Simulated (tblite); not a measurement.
# C3H6BF3N2S: the cost of one run

Programs: tblite 0.8.0 and PySCF 2.14.0, with density-fitted response routines of our own. Each step states its level of theory. These are calculated values for one molecule, in the gas phase or a continuum, unless marked as measured. Atoms count from 0, in the outputs and in this text.

**1. The starting structure**

16 atoms, charge 0, multiplicity 1; geometry from: force field or distance geometry start.

Bonds of the start (Å): F0–C1 1.39, C1–F2 1.39, C1–F3 1.38, C1–S4 1.81, S4–B5 1.89, B5–N6 1.51, N6–C7 1.46, C7–C8 1.55, C8–N9 1.45, N9–B5 1.51, N6–H10 1.04, C7–H11 1.11, C7–H12 1.11, C8–H13 1.11, C8–H14 1.11, N9–H15 1.04.

**2. Geometry optimisation with GFN2-xTB**

Job settings and geometry (Å):

```
{"job": {"kind": "relax", "xc": "GFN2-xTB", "basis": "xTB"}, "charge": 0, "multiplicity": 1}
F      2.553000    -1.163800     0.813900
C      2.854100     0.073400     0.255700
F      4.232400     0.126600     0.060400
F      2.493000     1.083600     1.131300
S      2.006600     0.280400    -1.326100
B      0.255200     0.108200    -0.640300
N     -0.562200     1.301400    -0.217200
C     -1.855300     0.684400     0.046900
C     -1.677800    -0.851400     0.133600
N     -0.441800    -1.224000    -0.528600
H     -0.166300     1.625900     0.693500
H     -2.319300     1.074700     0.979500
H     -2.549000     0.923700    -0.791200
H     -1.616200    -1.151100     1.198300
H     -2.555300    -1.364600    -0.321600
H     -0.658700    -1.518400    -1.499800
```

Launch:

```console
$ OMP_NUM_THREADS=1 python probes_run.py task.json out
```

The driver reads the jobs from task.json and runs them one after another.

Q: Estimate the wall time and peak memory of this first job on 1 thread of Intel Xeon at 2.50GHz, shared host.

About 2.8 s, with a peak of 0.18 GiB.
